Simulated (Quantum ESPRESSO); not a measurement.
# CoPd2O2 in Quantum ESPRESSO: notebook

Runs on CoPd2O2. Level: PBE. Tasks: work function.

Everything below comes from runs of Quantum ESPRESSO 7.5. Logs are shortened: lines on timing, memory, paths and dates and some standing lists are left out, and cuts for length are marked.

### Step 1. Starting point

The cell holds a slab with vacuum, 5 atoms: a = 2.845 Å, b = 2.845 Å, c = 20.960 Å, α = 90.00°, β = 90.00°, γ = 120.00°.

### Step 2. Work function, PBE, collinear spin, ferromagnetic start

pw.in

```
&CONTROL
  calculation = 'scf'
  prefix = 'pwscf'
  outdir = './tmp'
  pseudo_dir = './pseudo'
  tprnfor = .true.
  disk_io = 'low'
/
&SYSTEM
  ibrav = 0
  celldm(1) = 8
  nat = 5
  ntyp = 3
  ecutwfc = 44
  nbnd = 46
  occupations = 'smearing'
  smearing = 'fd'
  degauss = 0.00367493
  nspin = 2
  starting_magnetization(1) = 0
  starting_magnetization(2) = 0
  starting_magnetization(3) = 0.1176
/
&ELECTRONS
  conv_thr = 5d-09
  electron_maxstep = 150
  mixing_beta = 0.3
  mixing_mode = 'local-TF'
/
ATOMIC_SPECIES
Pd   106.4200 Pd_ONCV_PBE-1.2.upf
O     15.9990 O_ONCV_PBE-1.2.upf
Co    58.9332 Co_ONCV_PBE-1.2.upf
CELL_PARAMETERS alat
  0.6720336204965  -0.0000000000000   0.0000000000000
 -0.3360168102438   0.5819981875446   0.0000000000000
  0.0000000000000   0.0000000000000   4.9510824465195
ATOMIC_POSITIONS crystal
Pd     0.6666666667    0.3333333333    0.3578244275
O      0.6666666667    0.3333333333    0.4534943702
Co     0.0000000000    0.0000000000    0.5000000000
O      0.3333333333    0.6666666667    0.5465056298
Pd     0.3333333333    0.6666666667    0.6421755725
K_POINTS automatic
9 9 1 0 0 0
```

pp_density.in

```
&INPUTPP
  prefix = 'pwscf'
  outdir = './tmp'
  filplot = 'density.dat'
  plot_num = 0
/
&PLOT
  nfile = 1
  filepp(1) = 'density.dat'
  iflag = 3
  output_format = 6
  fileout = 'density.cube'
/
```

pp_potential.in

```
&INPUTPP
  prefix = 'pwscf'
  outdir = './tmp'
  filplot = 'potential.dat'
  plot_num = 11
/
&PLOT
  nfile = 1
  filepp(1) = 'potential.dat'
  iflag = 3
  output_format = 6
  fileout = 'potential.cube'
/
```

pp_spin.in

```
&INPUTPP
  prefix = 'pwscf'
  outdir = './tmp'
  filplot = 'spin.dat'
  plot_num = 6
/
&PLOT
  nfile = 1
  filepp(1) = 'spin.dat'
  iflag = 3
  output_format = 6
  fileout = 'spin.cube'
/
```

pp_elf.in

```
&INPUTPP
  prefix = 'pwscf'
  outdir = './tmp'
  filplot = 'elf.dat'
  plot_num = 8
/
&PLOT
  nfile = 1
  filepp(1) = 'elf.dat'
  iflag = 3
  output_format = 6
  fileout = 'elf.cube'
/
```

Potentials or basis: SG15 PBE 1.2.

Launch:

```bash
OMP_NUM_THREADS=1 mpirun -n 2 pw.x -nk 2 -in pw.in > pw.out
OMP_NUM_THREADS=1 mpirun -n 1 pp.x -in pp_density.in > pp_density.out
OMP_NUM_THREADS=1 mpirun -n 1 pp.x -in pp_potential.in > pp_potential.out
OMP_NUM_THREADS=1 mpirun -n 1 pp.x -in pp_spin.in > pp_spin.out
OMP_NUM_THREADS=1 mpirun -n 1 pp.x -in pp_elf.in > pp_elf.out
```

pw.out:

```text
This program is part of the open-source Quantum ESPRESSO suite
     for quantum simulation of materials; please cite
[... 6 lines left out ...]
     using ibrav=0 with symmetry is DISCOURAGED, use correct ibrav instead

     K-points division:     npool     =       2
     Subspace diagonalization in iterative solution of the eigenvalue problem:
     a serial algorithm will be used

     G-vector sticks info
     --------------------
     sticks:   dense  smooth     PW     G-vecs:    dense   smooth      PW
     Sum         349     349    109                39083    39083    6837

     Using Slab Decomposition

     bravais-lattice index     =            0
     lattice parameter (alat)  =       8.0000  a.u.
     unit-cell volume          =     991.4772 (a.u.)^3
     number of atoms/cell      =            5
     number of atomic types    =            3
     number of electrons       =        65.00
     number of Kohn-Sham states=           46
     kinetic-energy cutoff     =      44.0000  Ry
     charge density cutoff     =     176.0000  Ry
     scf convergence threshold =      5.0E-09
     mixing beta               =       0.3000
     number of iterations used =            8  local-TF  mixing
     Exchange-correlation= PBE
                           (   1   4   3   4   0   0   0)

     celldm(1)=   8.000000  celldm(2)=   0.000000  celldm(3)=   0.000000
     celldm(4)=   0.000000  celldm(5)=   0.000000  celldm(6)=   0.000000

     crystal axes: (cart. coord. in units of alat)
               a(1) = (   0.672034  -0.000000   0.000000 )
               a(2) = (  -0.336017   0.581998   0.000000 )
               a(3) = (   0.000000   0.000000   4.951082 )

     reciprocal axes: (cart. coord. in units 2 pi/alat)
               b(1) = (  1.488021  0.859109 -0.000000 )
               b(2) = (  0.000000  1.718218 -0.000000 )
               b(3) = ( -0.000000 -0.000000  0.201976 )

     PseudoPot. # 1 for Pd read from file:
     Pd_ONCV_PBE-1.2.upf
     Pseudo is Norm-conserving, Zval = 18.0
     Generated using ONCVPSP code by D. R. Hamann
     Using radial grid of  602 points,  6 beta functions with:
                l(1) =   0
                l(2) =   0
                l(3) =   1
                l(4) =   1
                l(5) =   2
                l(6) =   2

     PseudoPot. # 2 for O  read from file:
     O_ONCV_PBE-1.2.upf
     Pseudo is Norm-conserving, Zval =  6.0
     Generated using ONCVPSP code by D. R. Hamann
     Using radial grid of  602 points,  4 beta functions with:
                l(1) =   0
                l(2) =   0
                l(3) =   1
                l(4) =   1

     PseudoPot. # 3 for Co read from file:
     Co_ONCV_PBE-1.2.upf
     Pseudo is Norm-conserving, Zval = 17.0
     Generated using ONCVPSP code by D. R. Hamann
     Using radial grid of  602 points,  6 beta functions with:
                l(1) =   0
                l(2) =   0
                l(3) =   1
                l(4) =   1
                l(5) =   2
                l(6) =   2

     atomic species   valence    mass     pseudopotential
     Pd               18.00   106.42000     Pd( 1.00)
     O                 6.00    15.99900     O ( 1.00)
     Co               17.00    58.93320     Co( 1.00)

     Starting magnetic structure
     atomic species   magnetization
     Pd              0.000
     O               0.000
     Co              0.118

     12 Sym. Ops., with inversion, found

   Cartesian axes

     site n.     atom                  positions (alat units)
         1        Pd     tau(   1) = (   0.3360168   0.1939994   1.7716182  )
         2        O      tau(   2) = (   0.3360168   0.1939994   2.2452880  )
         3        Co     tau(   3) = (   0.0000000   0.0000000   2.4755412  )
         4        O      tau(   4) = (  -0.0000000   0.3879988   2.7057944  )
         5        Pd     tau(   5) = (  -0.0000000   0.3879988   3.1794642  )

     number of k points=    12  Fermi-Dirac smearing, width (Ry)=  0.0037
                       cart. coord. in units 2pi/alat
        k(    1) = (   0.0000000   0.0000000   0.0000000), wk =   0.0123457
        k(    2) = (   0.0000000   0.1909132   0.0000000), wk =   0.0740741
        k(    3) = (   0.0000000   0.3818263   0.0000000), wk =   0.0740741
        k(    4) = (   0.0000000   0.5727395   0.0000000), wk =   0.0740741
        k(    5) = (   0.0000000   0.7636526   0.0000000), wk =   0.0740741
        k(    6) = (   0.1653356   0.2863697   0.0000000), wk =   0.0740741
        k(    7) = (   0.1653356   0.4772829   0.0000000), wk =   0.1481481
        k(    8) = (   0.1653356   0.6681960   0.0000000), wk =   0.1481481
        k(    9) = (   0.1653356   0.8591092   0.0000000), wk =   0.0740741
        k(   10) = (   0.3306713   0.5727395   0.0000000), wk =   0.0740741
        k(   11) = (   0.3306713   0.7636526   0.0000000), wk =   0.1481481
        k(   12) = (   0.4960069   0.8591092   0.0000000), wk =   0.0246914

     Dense  grid:    39083 G-vectors     FFT dimensions: (  24,  24, 180)

     Generating pointlists ...
     new r_m :   0.1954 (alat units)  1.5631 (a.u.) for type    1
     new r_m :   0.1861 (alat units)  1.4889 (a.u.) for type    2
     new r_m :   0.1861 (alat units)  1.4889 (a.u.) for type    3

     Initial potential from superposition of free atoms

     starting charge      64.8712, renormalised to      65.0000

     negative rho (up, down):  1.190E-03 1.181E-03
     Starting wfcs are random

     Self-consistent Calculation

     iteration #  1     ecut=    44.00 Ry     beta= 0.30
     Davidson diagonalization with overlap
     ethr =  1.00E-02,  avg # of iterations = 11.7

     negative rho (up, down):  2.122E-04 2.131E-04

     total energy              =    -840.88836565 Ry
     estimated scf accuracy    <       3.05192675 Ry

     total magnetization       =     1.93 Bohr mag/cell
     absolute magnetization    =     2.00 Bohr mag/cell

     iteration #  2     ecut=    44.00 Ry     beta= 0.30
     Davidson diagonalization with overlap
     ethr =  4.70E-03,  avg # of iterations =  1.0

     negative rho (up, down):  2.739E-05 2.721E-05
[... 195 lines left out ...]
     iteration # 20     ecut=    44.00 Ry     beta= 0.30
     Davidson diagonalization with overlap
     ethr =  2.50E-11,  avg # of iterations =  2.0

     total energy              =    -841.05170330 Ry
     estimated scf accuracy    <          8.1E-09 Ry

     total magnetization       =     1.40 Bohr mag/cell
     absolute magnetization    =     1.52 Bohr mag/cell

     iteration # 21     ecut=    44.00 Ry     beta= 0.30
     Davidson diagonalization with overlap
     ethr =  1.25E-11,  avg # of iterations =  2.0

     Magnetic moment per site  (integrated on atomic sphere of radius R)
     atom   1 (R=0.195)  charge= 13.9490  magn=  0.3744
     atom   2 (R=0.186)  charge=  5.2345  magn=  0.0624
     atom   3 (R=0.186)  charge= 14.1151  magn=  0.3018
     atom   4 (R=0.186)  charge=  5.2345  magn=  0.0624
     atom   5 (R=0.195)  charge= 13.9490  magn=  0.3744

     End of self-consistent calculation

 ------ SPIN UP ------------

          k = 0.0000 0.0000 0.0000 (  4931 PWs)   bands (ev):

   -92.7595 -80.6792 -80.6792 -55.9267 -55.8088 -55.8088 -46.6957 -46.6956
   -46.1941 -46.1941 -46.1941 -46.1941 -17.7241 -16.1281  -4.6410  -2.6502
    -2.6502  -1.7445  -1.2407  -1.2264   0.2871   0.2871   1.1681   1.1681
     1.1773   1.1773   1.6467   1.6467   1.8617   2.2974   2.2974   2.7043
     2.7043   2.8853   3.3056   5.1743   5.1743   7.2337   7.7620   8.0227
     9.2944   9.5200  11.0558  12.3697  13.3820  14.5266

          k = 0.0000 0.1909 0.0000 (  4896 PWs)   bands (ev):

   -92.7588 -80.6765 -80.6765 -55.9225 -55.8141 -55.8081 -46.6926 -46.6926
   -46.2193 -46.2193 -46.2003 -46.2003 -17.5855 -16.1121  -4.4851  -3.0860
    -2.5685  -1.3664  -1.0266  -0.8105  -0.3476  -0.0332   1.0537   1.0544
     1.3906   1.3924   1.6524   1.8664   1.9058   2.0259   2.2589   2.4538
     2.7316   3.2026   3.5809   4.9162   5.1021   7.5846   8.0288   8.4247
     9.6483   9.9295  11.4872  12.6836  13.8570  14.8379
[... 75 lines left out ...]
   -92.7529 -80.6552 -80.6552 -55.9129 -55.8561 -55.8330 -46.6679 -46.6679
   -46.3755 -46.3755 -46.2978 -46.2978 -16.2424 -16.0948  -3.9877  -3.5951
    -2.7220  -2.4985  -2.1611  -1.5477   0.4396   0.4432   0.8934   1.0945
     1.6161   1.6523   1.6564   1.9305   2.1273   2.2824   2.3852   3.1349
     3.2936   4.6347   4.7575   8.0988   8.1867  11.1049  11.1221  13.0278
    13.1278  13.8023  13.9882  14.2865  15.0465  15.2833

          k = 0.4960 0.8591 0.0000 (  4818 PWs)   bands (ev):

   -92.7525 -80.6539 -80.6539 -55.9096 -55.8451 -55.8451 -46.6663 -46.6663
   -46.3445 -46.3445 -46.3445 -46.3445 -16.1185 -16.1185  -3.5937  -3.5937
    -3.1540  -2.4107  -2.4107  -1.6076   1.0988   1.0988   1.1048   1.1147
     1.2209   1.2209   1.3518   1.7087   2.1589   2.1641   2.1641   3.2387
     3.2387   4.6627   4.6627  10.8490  10.8580  10.8786  10.8786  10.9591
    10.9591  15.0993  15.1463  15.1885  15.1885  15.7309

 ------ SPIN DOWN ----------

          k = 0.0000 0.0000 0.0000 (  4931 PWs)   bands (ev):

   -92.4895 -80.3939 -80.3939 -55.5447 -55.5447 -55.4098 -46.2018 -46.2018
   -45.8766 -45.8766 -45.8766 -45.8766 -17.6237 -16.0064  -4.4573  -2.5007
    -2.5007  -1.5568  -0.9883  -0.9437   0.3850   0.3850   1.4614   1.4614
     1.4685   1.4685   2.1089   2.1089   2.2252   2.5301   2.5301   2.8966
     2.8966   3.3524   3.6753   5.4202   5.4202   7.4147   7.9796   8.0968
     9.4682   9.6157  11.1359  12.5070  13.4902  14.6263

          k = 0.0000 0.1909 0.0000 (  4896 PWs)   bands (ev):

   -92.4888 -80.3913 -80.3913 -55.5500 -55.5440 -55.4056 -46.1986 -46.1986
   -45.9022 -45.9022 -45.8829 -45.8829 -17.4841 -15.9898  -4.2954  -2.9454
    -2.4156  -1.0711  -0.8033  -0.6255  -0.1818   0.1024   1.3373   1.3401
     1.6849   1.6877   2.0166   2.1422   2.2438   2.4173   2.5015   2.6657
     2.9466   3.6782   3.9570   5.1654   5.3622   7.7576   8.2420   8.5072
     9.8154  10.0259  11.5694  12.8155  13.9700  14.9393
[... 75 lines left out ...]
   -92.4828 -80.3698 -80.3698 -55.5926 -55.5691 -55.3956 -46.1730 -46.1730
   -46.0604 -46.0604 -45.9817 -45.9817 -16.1249 -15.9720  -3.8625  -3.4453
    -2.5645  -2.2738  -1.9390  -1.4203   0.6863   0.6914   1.0968   1.2882
     1.8349   1.8698   1.9406   2.1824   2.3781   2.6185   2.6763   3.7997
     3.8994   5.0510   5.1618   8.2469   8.3434  11.3491  11.3745  13.1523
    13.2656  13.9048  14.1359  14.3778  15.1473  15.3786

          k = 0.4960 0.8591 0.0000 (  4818 PWs)   bands (ev):

   -92.4825 -80.3685 -80.3685 -55.5813 -55.5813 -55.3922 -46.1715 -46.1715
   -46.0290 -46.0290 -46.0290 -46.0290 -15.9978 -15.9978  -3.4417  -3.4417
    -3.0783  -2.1442  -2.1442  -1.5260   1.3141   1.3141   1.3418   1.3560
     1.4684   1.4684   1.5291   1.8887   2.3468   2.5724   2.5724   3.8587
     3.8587   5.0851   5.0851  10.9515  10.9582  10.9865  10.9865  11.2960
    11.2960  15.2098  15.2563  15.2972  15.2972  15.8915

     the Fermi energy is     3.4486 ev

!    total energy              =    -841.05170331 Ry
     estimated scf accuracy    <          2.9E-09 Ry
     smearing contrib. (-TS)   =      -0.00138264 Ry
     internal energy E=F+TS    =    -841.05032067 Ry

     The total energy is F=E-TS. E is the sum of the following terms:
     one-electron contribution =   -5775.61991687 Ry
     hartree contribution      =    2893.95365501 Ry
     xc contribution           =     -90.98350667 Ry
     ewald contribution        =    2131.59944785 Ry

     total magnetization       =     1.40 Bohr mag/cell
     absolute magnetization    =     1.52 Bohr mag/cell

     convergence has been achieved in  21 iterations

     Forces acting on atoms (cartesian axes, Ry/au):

     atom    1 type  1   force =     0.00000000   -0.00000000   -0.02610148
     atom    2 type  2   force =     0.00000000    0.00000000    0.02528766
     atom    3 type  3   force =    -0.00000000    0.00000000    0.00000000
     atom    4 type  2   force =     0.00000000   -0.00000000   -0.02528766
     atom    5 type  1   force =     0.00000000    0.00000000    0.02610148

     Total force =     0.051396     Total SCF correction =     0.000093

=------------------------------------------------------------------------------=
   JOB DONE.
=------------------------------------------------------------------------------=
```

It took 4 min on 2 MPI ranks of Intel Xeon at 2.50GHz (Skylake/Cascade Lake), shared host; peak memory 0.32 GiB.

The run converged, but some of its settings lie outside the range that counts as converged, so its numbers aren't taken as properties of the slab.

Results:

| Property | Result |
| --- | --- |
| Free energy | -11443.0914 eV |
| Largest force | 0.671 eV/Å |
| Band gap on the k mesh | none (metal or under the smearing width) |
| Net moment | 1.40 μB per cell |
| Absolute moment | 1.52 μB per cell |
| Site moments | Pd +0.37; O +0.06; Co +0.30 μB |
| Valence electrons inside the program's atomic spheres | Pd 13.95; O 5.23; Co 14.12 |
| Work function of the upper face | 4.67 eV |
| Work function of the lower face | 4.67 eV |

Caveat: the cutoff lies well under what these potentials need, so the values aren't converged; semilocal functionals often make such compounds metallic where correlation or magnetic order opens a gap, which also shifts bond lengths.

[end of part 1 of 3]
